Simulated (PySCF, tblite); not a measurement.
**C5H9OPSi: geometry, infrared bands and NMR shifts**

What infrared bands and NMR shifts should C5H9OPSi (`CC(=O)C#C[Si@@H](C)P`) show?

Programs: tblite 0.8.0 and PySCF 2.14.0, with density-fitted response routines of our own. Each step states its level of theory. These are calculated values for one molecule in the gas phase, unless marked as measured. Atoms count from 0, in the outputs and in this text.

## (1) The molecule as given

17 atoms, charge 0, multiplicity 1; geometry from: force field or distance geometry start.

Bonds of the start (Å): C0–C1 1.50, C1–O2 1.24, C1–C3 1.44, C3–C4 1.20, C4–Si5 1.87, Si5–C6 1.84, Si5–P7 2.22, C0–H8 1.09, C0–H9 1.09, C0–H10 1.08, Si5–H11 1.48, C6–H12 1.10, C6–H13 1.09, C6–H14 1.09, P7–H15 1.40, P7–H16 1.41.

## (2) Relaxing the molecule with GFN2-xTB

What the job is given:

```
{"job": {"kind": "relax", "xc": "GFN2-xTB", "basis": "xTB"}, "charge": 0, "multiplicity": 1}
C      3.523000    -0.002800    -0.383700
C      2.575200     0.336600     0.732400
O      2.942900     0.840700     1.799500
C      1.183400     0.020400     0.521900
C      0.022000    -0.250300     0.369700
Si    -1.793300    -0.637900     0.129400
C     -2.798200    -0.270100     1.628000
P     -2.496200     0.637700    -1.547200
H      3.231000     0.548700    -1.280300
H      3.487900    -1.076200    -0.575900
H      4.530800     0.283700    -0.109100
H     -1.957500    -2.056500    -0.275100
H     -3.864300    -0.482100     1.469500
H     -2.708200     0.775600     1.927500
H     -2.480200    -0.876000     2.482700
H     -1.440500     0.360700    -2.428500
H     -1.964900     1.859700    -1.084300
```

The run is started by

```bash
OMP_NUM_THREADS=1 python probes_run.py task.json out
```

One launch serves the whole session: the jobs run in the order shown.

**Question.** This job is followed by: GFN2-xTB harmonic vibrations, gas phase; GIAO PBE0/pcSseg-1 NMR shielding, non-relativistic, gas phase. What will the session give for the following? strongest single infrared mode (GFN2-xTB); zero-point energy (GFN2-xTB); ¹³C shifts against TMS (PBE0/pcSseg-1); ¹H shifts against TMS (PBE0/pcSseg-1, means over atoms taken as alike); ¹⁷O shifts against H2O (PBE0/pcSseg-1); ²⁹Si shifts against TMS (PBE0/pcSseg-1); ³¹P shifts against H3PO4 (PBE0/pcSseg-1); surface potential, 1st and 99th percentile.

The runs gave:

| quantity | value |
| --- | --- |
| strongest single infrared mode (GFN2-xTB) | 1738 cm⁻¹, 454 km/mol |
| zero-point energy (GFN2-xTB) | 73.9 kcal/mol |
| ¹³C shifts against TMS (PBE0/pcSseg-1) | 187.2, 111.5, 101.8, 36.6, -1.6 ppm |
| ¹H shifts against TMS (PBE0/pcSseg-1, means over atoms taken as alike) | 4.78, 2.34, 1.38, 0.48 ppm |
| ¹⁷O shifts against H2O (PBE0/pcSseg-1) | 708.2 ppm |
| ²⁹Si shifts against TMS (PBE0/pcSseg-1) | -43.4 ppm |
| ³¹P shifts against H3PO4 (PBE0/pcSseg-1) | -277.6 ppm |
| surface potential, 1st and 99th percentile | -1.60 V and 1.06 V |

Over 57 steps the energy fell by 0.138 eV; of the close pairs, Si5–C6 changed most, 1.841 to 1.900 Å. No mode is imaginary among the 45: a minimum at this level. The strongest single mode, at 1738 cm⁻¹, moves mainly C1 and O2. GFN2-xTB is a fitted tight-binding method: band positions and strengths are rough. Its intensities can rank the bands wrongly. At PBE0/pcSseg-1: The largest span, 1351 ppm, is at O2, where the paramagnetic term is -769 ppm. At PBE0/pcSseg-1, counted by nearest atom on the grid, the HOMO lies on P7 55 %; C3 11 %, the LUMO on C1, C4 about 24 % each; O2 22 %.
